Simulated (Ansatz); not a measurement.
# SnHF₂ radical: an energy map over bond length F1–Sn2 and bond length Sn2–H4

Method: UHF-MP2, frozen core/def2-TZVP; program: Ansatz 0.2.0.

### 1 The starting structure

SMILES `[F][SnH][F]`, 4 atoms, charge 0, spin multiplicity 2.

Atoms are counted from 1 here; the program's logs count them from 0.

Bond lengths: F1–Sn2 1.967 Å, Sn2–F3 1.967 Å, Sn2–H4 1.790 Å. Angles: F1–Sn2–F3 102.3°, F1–Sn2–H4 105.6°, F3–Sn2–H4 105.6°.

Coordinates:

```
F     0.6889   -1.2625    1.0677
Sn   -0.5512   -0.0418    0.1517
F     0.3503    1.6959    0.3466
H    -0.4326   -0.4518   -1.5862
```

### 3 The grid

First coordinate, bond length F1–Sn2: 13 values from 1.684 to 2.392 Å. Second coordinate, bond length Sn2–H4: 13 values from 1.407 to 2.574 Å.

Nothing else is relaxed (all other coordinates rigid). Energies count from the relaxed molecule at the same level. Points are written as (first, second).

(The set-up runs are not shown.)

### 4 Point (2.333 Å, 2.477 Å)

Contents of input.yaml:

```yaml
crystal:
  periodic: [false, false, false]
  atoms:
    - { symbol: F, position_ang: [0.670547, -1.222545, 1.04233] }
    - { symbol: Sn, position_ang: [-0.793307, 0.21428, -0.069225] }
    - { symbol: F, position_ang: [0.078681, 1.903974, 0.143006] }
    - { symbol: H, position_ang: [-0.645031, -0.355419, -2.475256] }
magnetization:
  spin_polarized: true
  initial_magnetization: 1
basis:
  gaussian: { orbitals: def2-TZVP }
hamiltonian:
  xc: hf
output:
  forces: true
correlation:
  method: mp2
scf:
  omitted_lower_state_checks: [cluster_reference]
```

Run with:

```console
$ ansatz run input.yaml --threads 1 --pin off --max-ram 2560MiB --backend cpu --events-out ev --progress --plain --runs-dir out
```

What time and memory should one allow on 1 thread of AMD EPYC 9R45 (Zen 5), shared host?

About 3.8 s, with a peak of 0.36 GiB.
